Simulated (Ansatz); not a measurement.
# C₂H₇NZn: up Jacob's ladder to CCSD(T)

Aim: compute C₂H₇NZn with functionals from several rungs and with coupled cluster. The yardstick is the atomisation energy at the CCSD(T) limit.

Method: functionals in def2-TZVPP, the program's frozen cores in correlated methods; program: Ansatz 0.2.0, Gaussian basis.

Levels to be run: PBE-D4, r2SCAN-D4, PBE0-D4, B3LYP-D4, ωB97X-V, ωB97M-V, B2PLYP; CCSD(T)/def2-TZVPP; MP2/def2-QZVPP; extrapolation to the limit.

## (1) The geometry

The geometry comes from an earlier relaxation with PBE0-D4 in a triple-zeta def2 set; it is a stationary point, not always the lowest conformer.

SMILES `NC[CH2][ZnH]`, 11 atoms, charge 0, spin multiplicity 1.

Atoms are counted from 1 here; the program's logs count them from 0.

Bond lengths: N1–C2 1.477 Å, N1–H5 1.013 Å, N1–H6 1.014 Å, C2–C3 1.520 Å, C2–H7 1.099 Å, C2–H8 1.093 Å, C3–Zn4 1.985 Å, C3–H9 1.096 Å, C3–H10 1.091 Å, Zn4–H11 1.551 Å. Angles: C2–N1–H5 112.6°, C2–N1–H6 110.2°, H5–N1–H6 106.7°, N1–C2–C3 107.5°, N1–C2–H7 111.9°, N1–C2–H8 106.7°, C3–C2–H7 114.0°, C3–C2–H8 109.8°, H7–C2–H8 106.7°, C2–C3–Zn4 98.6°, C2–C3–H9 111.2°, C2–C3–H10 112.6°, Zn4–C3–H9 110.5°, Zn4–C3–H10 117.0°, H9–C3–H10 106.9°, C3–Zn4–H11 174.1°.

## (2) PBE-D4 (GGA)

in.yaml

```yaml
crystal:
  periodic: [false, false, false]
  atoms:
    - {symbol: N, position_ang: [-1.119544, 0.510198, -0.226213]}
    - {symbol: C, position_ang: [0.329443, 0.757183, -0.372701]}
    - {symbol: C, position_ang: [1.056952, -0.305727, 0.434365]}
    - {symbol: Zn, position_ang: [-0.277131, -1.766006, 0.270318]}
    - {symbol: H, position_ang: [-1.668338, 0.981178, -0.936199]}
    - {symbol: H, position_ang: [-1.445036, 0.855421, 0.670076]}
    - {symbol: H, position_ang: [0.599300, 1.787626, -0.100577]}
    - {symbol: H, position_ang: [0.563210, 0.640514, -1.434415]}
    - {symbol: H, position_ang: [1.166141, -0.001943, 1.481410]}
    - {symbol: H, position_ang: [2.060897, -0.506402, 0.056042]}
    - {symbol: H, position_ang: [-1.200692, -3.009044, 0.178395]}
basis:
  gaussian: {orbitals: def2-TZVPP}
hamiltonian: {xc: pbe, dispersion: d4}
output: {forces: true, orbitals: {seedname: orbitals}}
```

The run is started by

```console
$ ansatz run in.yaml --threads 4 --pin off --events-out ev --progress --plain --max-ram 10444MiB
```

Further steps of the session: r2SCAN-D4 (meta-GGA); PBE0-D4 (hybrid); B3LYP-D4 (hybrid); ωB97X-V (range-separated); ωB97M-V (range-separated); B2PLYP (double hybrid); CCSD(T) in def2-TZVPP; MP2 in def2-QZVPP.

Before running them: what should the planned runs give, taken together? Wanted: atomisation energy, CCSD(T)/CBS; farthest; mean size of error, hybrid; mean size of error, range-separated; gap, smallest and largest; T1 diagnostic; triples share of the correlation energy.

**Answer**, as computed:

```
                               quantity                                 value
        atomisation energy, CCSD(T)/CBS                         3628.3 kJ/mol
 functionals within 18.1 kJ/mol (0.5 %)                   r2SCAN-D4, B3LYP-D4
                               farthest                 PBE-D4 (+70.4 kJ/mol)
             mean size of error, hybrid                           10.0 kJ/mol
    mean size of error, range-separated                           23.3 kJ/mol
              gap, smallest and largest  4.86 eV (PBE-D4), 10.67 eV (ωB97X-V)
                          T1 diagnostic                                0.0130
triples share of the correlation energy                                 3.5 %
```

**Reading.** PBE-D4 misses by +70.4 kJ/mol. Double hybrids carry the basis error of their MP2 part in triple zeta, and no dispersion term here, so their miss is partly the set-up's. The reference freezes the cores and leaves out relativity and excitations past (T), so misses under about 18.1 kJ/mol can't be ranked. Hartree-Fock recovers 71 % of the binding; the rest is correlation. Orbital gaps span 4.9 to 10.7 eV; exact exchange widens them. For Zn the d shell is correlated and the shells below it are frozen.
